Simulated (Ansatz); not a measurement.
Write a Python script for Ansatz 0.2.0, Python API that makes a table of relaxed lattice constants and trends of a series on the perovskite structure: Be3PN, Mg3PN, Ba3PN. Settings (first run): r2SCAN, PAW, cutoff 600 eV, Gaussian smearing of 0.01 eV.

`be3pn.py`:
```python
"""A chemical series on the perovskite structure: relaxed cells and their trends."""

import csv
import warnings

import ansatz as az
import numpy as np

config = {
    "xc": "r2SCAN",
    "max_iterations": 60,
    "cutoff_ev": 600,
    "k_spacing": 0.34,
    "occupations": "gaussian",
    "sigma": 0.01,
}


def perovskite(first, second, third, a):
    return (
        az.Lattice.cubic(a)
        .space_group(221)
        .atom(first, [0, 0, 0])
        .atom(second, [0.5, 0.5, 0.5])
        .atom(third, [0.5, 0.5, 0])
    )


def solve(name, crystal):
    calc = (
        crystal.calculation()
        .functional(config["xc"])
        .accuracy("medium")
        .scf(max_iterations=config["max_iterations"])
        .basis(config["cutoff_ev"])
        .kpoints(spacing=config["k_spacing"])
        .occupations(config["occupations"], width=config["sigma"])
        .stress()
        .band_table()
    )
    calc = calc.relax(force_tolerance=0.01, cell=True)
    return calc.run()

def relaxed_twice(name, crystal):
    # the second pass draws mesh and plane waves anew for the relaxed cell
    first = solve(name, crystal)
    again = az.Crystal(lattice=az.Lattice.of(first.lattice.cell_ang))
    for site in first.report["lattice"]["sites"]:
        again = again.atom(site["symbol"], site["position_frac"])
    return solve(name, again)


def volume_per_atom(outcome):
    return abs(np.linalg.det(outcome.lattice.cell_ang)) / len(outcome.lattice.sites)


def gap_ev(outcome):
    # nan where the run reports no band edges: a metal, overlapping bands, or a gap that is small against the smearing
    edges = outcome.report.get("band_edges_ev")
    return edges[1] - edges[0] if edges else float("nan")


def main() -> None:
    # the lattice constants below are starting guesses
    warnings.simplefilter("ignore", az.DeckWarning)

    phases = {}
    phases["Be3PN"] = perovskite("P", "N", "Be", 4.17)
    phases["Mg3PN"] = perovskite("P", "N", "Mg", 4.69)
    phases["Ba3PN"] = perovskite("P", "N", "Ba", 5.45)

    done = {}
    for name, crystal in phases.items():
        try:
            done[name] = relaxed_twice(name, crystal)
        except az.NonConvergedError as error:
            print(name, "did not converge:", str(error)[:120])

    rows = [(name, float(np.linalg.norm(o.lattice.cell_ang[0])), volume_per_atom(o), gap_ev(o)) for name, o in done.items()]
    with open("series.csv", "w", newline="") as handle:
        writer = csv.writer(handle)
        writer.writerow(["compound", "a (A)", "V (A^3/atom)", "gap on mesh (eV)"])
        writer.writerows([round(v, 4) if isinstance(v, float) else v for v in row] for row in rows)
    print(open("series.csv").read())


if __name__ == "__main__":
    main()
```

```console
$ python be3pn.py
compound,a (A),V (A^3/atom),gap on mesh (eV)
Be3PN,3.5313,8.8072,1.3682
Mg3PN,4.1522,14.3171,2.2001
Ba3PN,5.38,31.1438,0.2322
```

From smallest to largest: Be3PN (8.81 Å³), Mg3PN (14.32 Å³) and Ba3PN (31.14 Å³). The largest is 254 % above the smallest.

Reading the output:
- These settings explore the input space; cutoff and mesh may be short of convergence.
- Semilocal gaps usually lie well under measured ones.
- Levels are Kohn-Sham eigenvalues on this mesh, without spin-orbit coupling.
- The cells are built on a prototype by substitution; a member may or may not take this structure in nature.
- Hardware and time: 2.6 min on 1 thread of Arm Neoverse V2 (shared host), peak memory 0.94 GiB.

(Lines on the test bed's own set-up are left out of the output.)
